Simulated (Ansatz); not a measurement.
# MgBe2Te2O: the cost of one run

Computed with Ansatz 0.2.0 (DFT PBE, scalar-relativistic, plane waves, PAW, unless a step's input says otherwise).

## (1) The starting structure

It takes space group P-4m2 (No. 115, tetragonal). Conventional cell: a = 4.100 Å, b = 4.100 Å, c = 6.944 Å, α = 90.00°, β = 90.00°, γ = 90.00°. Around Mg (site symmetry -4m2) lie 4 Be at 2.36 Å and 4 O at 2.90 Å and 4 Te at 3.01 Å. Be (site symmetry 2mm) is surrounded by 2 Mg at 2.36 Å and 2 O at 2.36 Å and 5 Te at 3.08 to 3.37 Å. Around Te (site symmetry 2mm) lie 2 Mg at 3.01 Å and 2 O at 3.01 Å and 5 Be at 3.08 to 3.37 Å. O (site symmetry -4m2) is surrounded by 4 Be at 2.36 Å.

As a file:

```
CELL_PARAMETERS angstrom
4.09987 0.00000 0.00000
0.00000 4.09987 0.00000
0.00000 0.00000 6.94427
ATOMIC_POSITIONS crystal
Mg 0.00000 0.00000 0.00000
Be 0.50000 0.00000 0.83276
Be 0.00000 0.50000 0.16724
Te 0.50000 0.00000 0.31831
Te 0.00000 0.50000 0.68169
O 0.50000 0.50000 0.00000
```

Recipe of the guess: species swapped into a database cell of Pr2FeSi2Ru (P-4m2, No. 115), with Te on the Pr sites, Mg on the Fe sites, Be on the Si sites and O on the Ru sites. Lengths come from tabulated atomic sizes and are only a guess.

## (2) The guess as it stands, on a coarse mesh

The input, input.yaml:

```yaml
crystal:
  lattice:
    - [4.09986756, 0.0, 0.0]
    - [0.0, 4.09986756, 0.0]
    - [0.0, 0.0, 6.94427205]
  atoms:
    - { symbol: Mg, position: [0.0, 0.0, 0.0] }
    - { symbol: Be, position: [0.5, 0.0, 0.83276302] }
    - { symbol: Be, position: [0.0, 0.5, 0.16723698] }
    - { symbol: Te, position: [0.5, 0.0, 0.31830999] }
    - { symbol: Te, position: [0.0, 0.5, 0.68169001] }
    - { symbol: O, position: [0.5, 0.5, 0.0] }
basis:
  ecutwfc: 420
kpoints:
  mp_grid: { grid: [4, 4, 4] }
hamiltonian:
  xc: pbe
scf:
  occupations: { method: gaussian, width: 0.1 }
  lower_state_search: "off"
output:
  forces: true
  stress: true
  eigenvalues: true
```

Started as:

```sh
$ ansatz run input.yaml --threads 1 --pin off --max-ram 2560MiB --backend cpu --events-out ev --progress --plain --runs-dir out
```

What time and memory should one allow on 1 thread of Intel Xeon at 2.70GHz, shared host?

About 5.5 s, with a peak of 0.38 GiB.
